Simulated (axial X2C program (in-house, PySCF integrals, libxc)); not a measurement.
**GaS⁻: properties at the nuclei**

Wanted for GaS⁻: properties at the nuclei, at the two-component level.

The runs use an in-house X2C program for linear molecules on PySCF integrals; two-component X2C with atomic mean-field terms, Ga dyall-acv3z, S dyall-av3z.

All values are calculated.

## (1) Input

Input file task.json:

```json
{
 "zs": [
  31,
  16
 ],
 "q": -1,
 "bas": [
  "dyall-acv3z",
  "dyall-av3z"
 ],
 "r0": 2.11,
 "levels": [
  "PBE0",
  "HF",
  "PBE",
  "r2SCAN",
  "B3LYP"
 ],
 "nst": 3
}
```

Keys: zs atomic numbers; q charge; bas basis sets; r0 starting distance in Å; levels methods (HF also brings MP2); nst determinants followed.

Run with:

```
> python soeom.py task.json out
```

After this run come: Expectation values, lowest determinant; Expectation values, a higher determinant.

Before running it: what results should come out? Wanted: lowest determinant; qzz Ga; qzz S; higher determinant; Eeff magnitude; Ws magnitude Ga; A∥/gI Ga (for each run or level that gives them).

**Answer**, as computed:

```
                                        quantity                                           value
                              lowest determinant                            Ω = 0 (closed shell)
                             qzz Ga (a.u.), PBE0                                           -3.09
                              qzz S (a.u.), PBE0                                           -0.01
                              higher determinant  Ω = 2 (excess of +ω over −ω: ω = 1/2, ω = 3/2)
Eeff magnitude (GV/cm), PBE0, higher determinant                                            2.65
 Ws magnitude Ga (kHz), PBE0, higher determinant                                            0.56
        A∥/gI Ga (MHz), PBE0, higher determinant                                             393
         qzz Ga (a.u.), PBE0, higher determinant                                           -0.78
```

**Reading.** The expectation values come from single determinants, which for open shells can mix terms of unlike spin or miss the lowest Ω, so a determinant need not be a state. Eeff is the effective electric field on the electron dipole moment in this Ω state and Ws the scalar–pseudoscalar constant (defined with the proton number Z and per Ω); A∥ is the parallel hyperfine constant, which follows by multiplying with the nuclear g factor gI = μI/(I μN); qzz is the electric field gradient, eQq0 = 234.96 MHz × Q/barn × qzz. The operators were transformed with the bare-nucleus X2C matrices.
